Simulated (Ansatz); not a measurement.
# BrFGaHO: a ladder of functionals and wavefunction methods

How much do the methods differ for BrFGaHO? The plan is to run it at one geometry with functionals of several rungs and with coupled cluster. The yardstick is the atomisation energy at the CCSD(T) limit.

Program: Ansatz 0.2.0, Gaussian basis. Level of theory: functionals in def2-TZVPP, the program's frozen cores in correlated methods. These are calculated values, not measurements.

Levels to be run: PBE-D4, r2SCAN-D4, PBE0-D4, B3LYP-D4, ωB97X-V, ωB97M-V, B2PLYP; CCSD(T)/def2-TZVPP; CCSD(T)/def2-QZVPP; extrapolation to the limit.

### Step 1. The geometry

The geometry comes from an earlier relaxation with PBE0-D4 in a triple-zeta def2 set; it is a stationary point.

SMILES `[OH][Ga]([F])[Br]`, 5 atoms, charge 0, spin multiplicity 1.

Atoms are counted from 1 here; the program's logs count them from 0.

Bond lengths: O1–Ga2 1.764 Å, O1–H5 0.962 Å, Ga2–F3 1.744 Å, Ga2–Br4 2.243 Å. Angles: Ga2–O1–H5 112.5°, O1–Ga2–F3 117.8°, O1–Ga2–Br4 122.6°, F3–Ga2–Br4 119.5°.

### Step 2. PBE-D4 (GGA)

The input, in.yaml:

```yaml
crystal:
  periodic: [false, false, false]
  atoms:
    - {symbol: O, position_ang: [-0.924729, 0.442763, 0.944197]}
    - {symbol: Ga, position_ang: [0.252674, -0.235131, -0.180233]}
    - {symbol: F, position_ang: [0.758643, 0.754453, -1.524773]}
    - {symbol: Br, position_ang: [1.107002, -2.295777, 0.058510]}
    - {symbol: H, position_ang: [-1.193601, 1.333691, 0.702300]}
basis:
  gaussian: {orbitals: def2-TZVPP}
hamiltonian: {xc: pbe, dispersion: d4}
output: {forces: true, orbitals: {seedname: orbitals}}
```

Started as:

```
ansatz run in.yaml --threads 2 --pin off --events-out ev --progress --plain --max-ram 32768MiB --backend cpu
```

The runs that follow: r2SCAN-D4 (meta-GGA); PBE0-D4 (hybrid); B3LYP-D4 (hybrid); ωB97X-V (range-separated); ωB97M-V (range-separated); B2PLYP (double hybrid); CCSD(T) in def2-TZVPP; CCSD(T) in def2-QZVPP.

Q: Predict the results of all the runs planned. Wanted: atomisation energy, CCSD(T)/CBS; farthest; mean size of error, hybrid; mean size of error, range-separated; gap, smallest and largest; T1 diagnostic; triples share of the correlation energy.

The runs gave:

| quantity | value |
| --- | --- |
| atomisation energy, CCSD(T)/CBS | 394.3 kcal/mol |
| functionals within 3.9 kcal/mol (1.0 %) | PBE-D4, r2SCAN-D4 |
| farthest | B3LYP-D4 (-14.9 kcal/mol) |
| mean size of error, hybrid | 13.1 kcal/mol |
| mean size of error, range-separated | 6.8 kcal/mol |
| gap, smallest and largest | 5.05 eV (PBE-D4), 11.84 eV (ωB97X-V) |
| T1 diagnostic | 0.0122 |
| triples share of the correlation energy | 3.4 % |

In words: PBE-D4 is off by +1.8 kcal/mol. Double hybrids carry the basis error of their MP2 part in triple zeta, and no dispersion term here, so their miss is partly the set-up's. Misses under about 3.9 kcal/mol are within the doubt on the reference itself, which lacks core-valence correlation, relativity and higher excitations, and its outer-core shells are covered unevenly. All levels share the lack of spin-orbit coupling, which lowers the free heavy atoms and so the true binding. Hartree-Fock recovers 67 % of the binding; the rest is correlation. The gap grows from 5.1 to 11.8 eV across the functionals, mostly with the share of exact exchange. Correlated methods include outer-core shells of Br, Ga, which these sets cover unevenly.
